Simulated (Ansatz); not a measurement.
Working through an atomisation energy of BH₂O₂S, SMILES OB(O)[S]

With Ansatz's Python interface.

Run as a notebook:

**Cell 1**
```python
from collections import Counter

import ansatz
```

**Cell 2**
```python
def energy_of(molecule, charge=0, unpaired=0):
    calc = (
        molecule.calculation()
        .basis(gaussian="def2-TZVPP")
        .correlation("mp2")
    )
    if charge:
        calc = calc.charge(charge)
    if unpaired:
        calc = calc.spin("collinear", total=unpaired)
    return calc.run(threads=1).report["free_energy_ev"]
```

**Cell 3**
```python
GEOMETRY = """
O    -0.23280    1.24450   -0.31560
B    -0.18300   -0.14220   -0.04470
O     1.02400   -0.68700    0.49260
S    -1.53890   -1.24050   -0.38440
H     0.03130    1.37450   -1.28110
H     0.94160   -0.61330    1.48700
"""
```

**Cell 4**
```python
system = ansatz.Crystal.molecule()
for line in GEOMETRY.strip().splitlines():
    symbol, *xyz = line.split()
    system = system.atom(symbol, [float(v) for v in xyz])
```

**Cell 5**
```python
# Hund ground states
unpaired = {"O": 2, "B": 1, "S": 2, "H": 1}
counts = Counter(site.symbol for site in system.cartesian_sites)
atom_energy = {s: energy_of(ansatz.Crystal.molecule().atom(s, (0, 0, 0)), 0, unpaired[s]) for s in counts}
whole = energy_of(system, 0, 1)
for s, e in atom_energy.items():
    print(f"{s:2s} x{counts[s]}  {e:14.5f} eV")
print(f"BH2O2S: {whole:.5f} eV")
split = sum(counts[s] * e for s, e in atom_energy.items()) - whole
print(f"atomisation energy (no zero-point term): {23.060548 * split:.1f} kcal/mol, {split / sum(counts.values()):.3f} eV an atom")
```
Output:
```text
O  x2     -2039.69184 eV
B  x1      -668.74255 eV
S  x1    -10819.75141 eV
H  x2       -13.60052 eV
BH2O2S: -15619.24365 eV
atomisation energy (no zero-point term): 557.3 kcal/mol, 4.027 eV an atom
```

557.3 kcal/mol from the electronic energies, without the zero-point term.

Notes:
- Total energies depend on the basis set; only differences at equal settings carry meaning.
- The geometry is a force-field or estimated start, not a minimum of this method, and the basis set is short of its limit. All parts are taken at fixed geometry, without zero-point energy.
- The run takes the species as open-shell (spin multiplicity 2), which needn't be its ground state.
- Hardware and time: 11 s on 1 thread of Arm Neoverse V1 (shared host), peak memory 0.39 GiB.
